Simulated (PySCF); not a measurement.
# C4H9B: electronic excitations and core binding energies

Aim: predict the electronic excitations and core binding energies of C4H9B (`B[C@@H](C)C=C`).

Programs: PySCF 2.14.0, with density-fitted response routines of our own. Each step states its level of theory. These are calculated values for one molecule in the gas phase, unless marked as measured. Atoms count from 0, in the outputs and in this text.

### 1 Starting geometry

14 atoms, charge 0, multiplicity 1; geometry from: GFN2-xTB.

Bonds of the start (Å): B0–C1 1.57, C1–C2 1.52, C1–C3 1.50, C3–C4 1.33, B0–H5 1.17, B0–H6 1.17, C1–H7 1.09, C2–H8 1.09, C2–H9 1.09, C2–H10 1.09, C3–H11 1.08, C4–H12 1.08, C4–H13 1.08.

### 2 TDDFT and polarisability: CAM-B3LYP/def2-SVPD

What the job is given:

```
{"job": {"kind": "uv", "xc": "CAM-B3LYP", "basis": "def2-SVPD", "nstates": 8, "ntriplets": 3}, "charge": 0, "multiplicity": 1}
B     -0.238828     1.423830    -0.260750
C     -0.296469     0.071971     0.539654
C     -1.579084    -0.747604     0.574915
C      0.691358    -0.435967    -0.473612
C      1.999834    -0.197956    -0.436849
H     -0.893991     1.568203    -1.219377
H      0.482490     2.275091     0.086341
H      0.156752     0.097334     1.530903
H     -2.283874    -0.304556     1.275465
H     -2.048074    -0.774633    -0.406069
H     -1.381353    -1.770979     0.893301
H      0.270610    -0.993598    -1.300294
H      2.450812     0.351524     0.372803
H      2.669139    -0.563134    -1.198597
```

With the program's defaults for keys left out, this is: TDDFT CAM-B3LYP/def2-SVPD, vertical, gas phase, core orbitals frozen in the response.

Standard output:

```text
coarse grid: 11016 points
cycle   1  E = -182.3354145583  dE =  4.752e-01  |g| = 2.582e-01  |ddm| = 6.129e+00
cycle   2  E = -182.3488684698  dE = -1.345e-02  |g| = 1.751e-01  |ddm| = 9.030e-01
cycle   3  E = -182.3567466743  dE = -7.878e-03  |g| = 3.680e-02  |ddm| = 3.608e-01
cycle   4  E = -182.3570715048  dE = -3.248e-04  |g| = 1.603e-02  |ddm| = 9.827e-02
cycle   5  E = -182.3571338545  dE = -6.235e-05  |g| = 3.816e-03  |ddm| = 3.181e-02
cycle   6  E = -182.3571377936  dE = -3.939e-06  |g| = 9.107e-04  |ddm| = 7.567e-03
final grid: 104392 points
cycle   7  E = -182.3972551947  dE = -3.129e-05  |g| = 3.497e-03  |ddm| = 7.988e-02
cycle   8  E = -182.3972561054  dE = -9.107e-07  |g| = 3.093e-03  |ddm| = 1.252e-02
cycle   9  E = -182.3972585778  dE = -2.472e-06  |g| = 1.362e-04  |ddm| = 4.762e-03
cycle  10  E = -182.3972585833  dE = -5.551e-09  |g| = 1.057e-04  |ddm| = 6.132e-04
cycle  11  E = -182.3972585862  dE = -2.929e-09  |g| = 2.551e-05  |ddm| = 2.071e-04
cycle  12  E = -182.3972585865  dE = -2.139e-10  |g| = 8.310e-06  |ddm| = 5.985e-05
converged SCF energy = -182.3972585865

Static polarisability (au): isotropic 64.863, principal 54.347 61.138 79.105

Singlet excitations
state   eV       nm        f      main configurations
  1   5.4962    225.6   0.13483   H->L 0.83
  2   6.3334    195.8   0.00315   H-1->L 0.57, H-2->L 0.35
  3   6.8241    181.7   0.15457   H-2->L 0.49, H-1->L 0.28, H->L 0.08
  4   7.3826    167.9   0.15063   H->L+2 0.82
  5   7.4789    165.8   0.01906   H->L+1 0.81
  6   7.8638    157.7   0.04643   H-3->L 0.66, H-5->L 0.12
  7   7.9747    155.5   0.03797   H->L+3 0.37, H->L+4 0.26, H->L+5 0.21
  8   8.0637    153.8   0.00711   H-4->L 0.56, H->L+3 0.21

Triplet excitations (Tamm-Dancoff, eV): 3.8097 5.5117 5.8469
```

Wall time 28 s (1 thread, shared host).

The orbitals next to the gap, with their largest atomic shares:

```tsv
orbital	eV	atoms
HOMO−3	-11.66	C2 21 %, C1 15 %, H9 12 %
HOMO−2	-10.57	B0 26 %, H5 18 %, C1 16 %
HOMO−1	-10.22	C3 18 %, C1 18 %, B0 17 %
HOMO	-8.82	C4 26 %, C3 20 %, C1 20 %
LUMO	-0.14	B0 31 %, C4 25 %, C3 12 %
LUMO+1	1.44	B0 40 %, C4 12 %, C2 8 %
LUMO+2	1.69	C3 25 %, C4 15 %, B0 14 %
```

With each of the 8 states as a Gaussian band of 0.4 eV half-width at 1/e, the curve within the window shown has maxima at 225 nm (ε 5,500), 169 nm (ε 8,400) L/(mol cm). Beyond the last state computed it falls off for lack of states. The curve at chosen wavelengths:

nm, ε (L/mol/cm) and a bar:
```
      148       1176 ##
      152       2925 #########
      156       4718 ################
      160       6250 ######################
      165       7946 ############################
      169       8370 ##############################
      173       8081 #############################
      177       7807 ############################
      181       7311 ##########################
      185       6009 #####################
      190       3645 ############
      194       2033 #####
      198       1097 ##
      202        850 #
      206       1206 ##
      210       2066 #####
      215       3553 ###########
      219       4670 ################
      223       5350 ##################
      227       5406 ##################
      231       4876 ################
      235       3971 #############
      240       2703 ########
      244       1814 ####
      248       1132 ##
      252        663
```

Further results of this job:

```tsv
property	computed
dipole moment (D)	1.15
polarisability (Å³)	9.61
HOMO–LUMO gap (eV)	8.69
−ε(HOMO) (eV)	8.82
```

### 3 X-ray photoelectron lines: SCAN, X2C

Same as in step 2 but for these lines:

```diff
@@ -1,2 +1,2 @@
-{"job": {"kind": "uv", "xc": "CAM-B3LYP", "basis": "def2-SVPD", "nstates": 8, "ntriplets": 3}, "charge": 0, "multiplicity": 1}
+{"job": {"kind": "xps"}, "charge": 0, "multiplicity": 1}
 B     -0.238828     1.423830    -0.260750
```

Level: delta-SCF UKS SCAN, pcX-2 on the ionised atom, pcseg-1 elsewhere, spin-free X2C.

Standard output:

```text
ground state, core basis on atom 0 (B), 146 functions
  cycle   1  E = -182.51598751  |g| = 4.49e-01
  cycle   2  E = -182.48460100  |g| = 5.61e-01
  cycle   3  E = -182.57426830  |g| = 1.03e-01
  cycle   4  E = -182.57653043  |g| = 4.93e-02
  cycle   5  E = -182.57718937  |g| = 1.24e-02
  cycle   6  E = -182.57723363  |g| = 3.52e-03
  cycle   7  E = -182.57723692  |g| = 8.33e-04
  cycle   8  E = -182.57723711  |g| = 4.61e-04
  E(ground) = -182.58655757 Eh
hole in B 1s of atom 0
  cycle   1  E = -174.98548111  |g| = 1.16e+00
  cycle   2  E = -173.55275700  |g| = 1.81e+00
  cycle   3  E = -175.18718860  |g| = 5.61e-01
  cycle   4  E = -175.32982250  |g| = 3.38e-01
  cycle   5  E = -175.40340684  |g| = 8.93e-02
  cycle   6  E = -175.40697767  |g| = 5.81e-02
  cycle   7  E = -175.40889190  |g| = 1.78e-02
  cycle   8  E = -175.40917189  |g| = 8.77e-03
  cycle   9  E = -175.40931235  |g| = 5.98e-03
  cycle  10  E = -175.40941903  |g| = 4.79e-03
  cycle  11  E = -175.40950553  |g| = 3.68e-03
  cycle  12  E = -175.40955284  |g| = 2.33e-03
  cycle  13  E = -175.40957801  |g| = 1.33e-03
  cycle  14  E = -175.40958147  |g| = 6.47e-04
  cycle  15  E = -175.40958284  |g| = 3.62e-04
  E(ion) = -175.41846187 Eh   <S^2> = 0.9129   hole on atom = 1.000   binding energy = 195.054 eV
ground state, core basis on atom 1 (C), 146 functions
  cycle   1  E = -182.58591396  |g| = 5.71e-02
  cycle   2  E = -182.58588952  |g| = 1.63e-02
  cycle   3  E = -182.58584589  |g| = 2.01e-02
  cycle   4  E = -182.58595515  |g| = 3.87e-03
  cycle   5  E = -182.58595936  |g| = 6.09e-04
  cycle   6  E = -182.58595938  |g| = 1.74e-04
  E(ground) = -182.59371762 Eh
hole in C 1s of atom 1
  cycle   1  E = -171.34890447  |g| = 1.52e+00
  cycle   2  E = -170.48334974  |g| = 1.95e+00
  cycle   3  E = -171.82600497  |g| = 4.42e-01
  cycle   4  E = -171.86022059  |g| = 3.19e-01
  cycle   5  E = -171.91979620  |g| = 6.57e-02
  cycle   6  E = -171.92169752  |g| = 1.86e-02
  cycle   7  E = -171.92186371  |g| = 8.29e-03
  cycle   8  E = -171.92190914  |g| = 2.48e-03
  cycle   9  E = -171.92191412  |g| = 1.39e-03
  cycle  10  E = -171.92191690  |g| = 6.41e-04
  cycle  11  E = -171.92191800  |g| = 4.29e-04
  E(ion) = -171.92852694 Eh   <S^2> = 0.7692   hole on atom = 1.000   binding energy = 290.215 eV
ground state, core basis on atom 2 (C), 146 functions
  cycle   1  E = -182.58465629  |g| = 5.77e-02
  cycle   2  E = -182.58461584  |g| = 2.16e-02
  cycle   3  E = -182.58463433  |g| = 1.97e-02
  cycle   4  E = -182.58472799  |g| = 1.48e-03
  cycle   5  E = -182.58472863  |g| = 4.91e-04
  E(ground) = -182.59249720 Eh
hole in C 1s of atom 2
  cycle   1  E = -171.35178467  |g| = 1.50e+00
  cycle   2  E = -170.77249489  |g| = 1.75e+00
  cycle   3  E = -171.85589378  |g| = 3.49e-01
  cycle   4  E = -171.87638740  |g| = 2.37e-01
  cycle   5  E = -171.90850748  |g| = 6.39e-02
  cycle   6  E = -171.91060038  |g| = 1.98e-02
  cycle   7  E = -171.91078595  |g| = 7.14e-03
  cycle   8  E = -171.91081589  |g| = 3.27e-03
  cycle   9  E = -171.91082440  |g| = 1.15e-03
  cycle  10  E = -171.91082669  |g| = 5.20e-04
  cycle  11  E = -171.91082624  |g| = 3.08e-04
  E(ion) = -171.91788353 Eh   <S^2> = 0.7686   hole on atom = 1.000   binding energy = 290.471 eV
ground state, core basis on atom 3 (C), 146 functions
  cycle   1  E = -182.58707876  |g| = 5.88e-02
  cycle   2  E = -182.58695867  |g| = 3.01e-02
  cycle   3  E = -182.58688692  |g| = 3.38e-02
  cycle   4  E = -182.58717570  |g| = 7.79e-03
  cycle   5  E = -182.58719313  |g| = 9.06e-04
  cycle   6  E = -182.58719362  |g| = 2.50e-04
  E(ground) = -182.59555191 Eh
hole in C 1s of atom 3
  cycle   1  E = -171.31825794  |g| = 1.51e+00
  cycle   2  E = -170.36071013  |g| = 1.99e+00
  cycle   3  E = -171.81514183  |g| = 4.24e-01
  cycle   4  E = -171.87369528  |g| = 2.13e-01
  cycle   5  E = -171.89028506  |g| = 1.03e-01
  cycle   6  E = -171.89688601  |g| = 2.39e-02
  cycle   7  E = -171.89724259  |g| = 8.39e-03
  cycle   8  E = -171.89731626  |g| = 4.21e-03
  cycle   9  E = -171.89735097  |g| = 2.92e-03
  cycle  10  E = -171.89737831  |g| = 2.07e-03
  cycle  11  E = -171.89739369  |g| = 1.19e-03
  cycle  12  E = -171.89739926  |g| = 4.98e-04
  E(ion) = -171.90518301 Eh   <S^2> = 0.8079   hole on atom = 1.000   binding energy = 290.900 eV
ground state, core basis on atom 4 (C), 146 functions
  cycle   1  E = -182.58605056  |g| = 6.18e-02
  cycle   2  E = -182.58532497  |g| = 6.00e-02
  cycle   3  E = -182.58586839  |g| = 3.83e-02
  cycle   4  E = -182.58626713  |g| = 6.97e-03
  cycle   5  E = -182.58627959  |g| = 6.96e-04
  cycle   6  E = -182.58628056  |g| = 3.03e-04
  E(ground) = -182.59455737 Eh
hole in C 1s of atom 4
  cycle   1  E = -171.32901037  |g| = 1.51e+00
  cycle   2  E = -170.31753731  |g| = 1.95e+00
  cycle   3  E = -171.78451079  |g| = 4.91e-01
  cycle   4  E = -171.85697008  |g| = 3.16e-01
  cycle   5  E = -171.91415498  |g| = 7.15e-02
  cycle   6  E = -171.91615426  |g| = 2.66e-02
  cycle   7  E = -171.91649928  |g| = 9.79e-03
  cycle   8  E = -171.91656053  |g| = 3.07e-03
  cycle   9  E = -171.91656841  |g| = 1.94e-03
  cycle  10  E = -171.91657321  |g| = 6.56e-04
  cycle  11  E = -171.91657345  |g| = 3.06e-04
  E(ion) = -171.92411396 Eh   <S^2> = 0.7851   hole on atom = 1.000   binding energy = 290.358 eV
```

Run time: 47 s. Hardware: 1 thread, shared host.

Binding energies by hole, beside the orbital energy of the ground state; the difference holds orbital relaxation and, for a density functional, its self-interaction error:

```tsv
hole	stands for	environment	ΔSCF (eV)	−ε (eV)	⟨S²⟩
B1s on B0	B0	boron bonded to C, 2 H	195.05 (doubtful)	179.7	0.913
C1s on C1	C1	allylic sp3 CH bonded to B	290.21	273.4	0.769
C1s on C2	C2	methyl carbon	290.47	273.3	0.769
C1s on C3	C3	alkene CH	290.90	274.3	0.808
C1s on C4	C4	terminal =CH2 carbon	290.36	274.0	0.785
```

Doubtful: the ion did not converge, its hole moved, or its ⟨S²⟩ is well above 0.75.

### 4 Outcome

| quantity | value |
| --- | --- |
| lowest singlet (CAM-B3LYP/def2-SVPD) | 5.50 eV (226 nm), f = 0.135 |
| brightest single state of those computed | state 3, 6.82 eV, f = 0.155 |
| lowest triplet | 3.81 eV |
| C1s binding energies, SCAN/pcX-2 | C3 290.90, C2 290.47, C4 290.36, C1 290.21 eV |

In words: The lowest singlet, at 5.50 eV, is HOMO→LUMO 0.83 and is bright; of the 8 states computed, the strongest absorption comes from state 3 at 6.82 eV. The lowest triplet lies 1.69 eV below the lowest singlet (triplets in Tamm-Dancoff, singlets in full TDDFT). The C1s levels kept as sound span 0.69 eV, from C1 (allylic sp3 CH bonded to B) up to C3 (alkene CH).
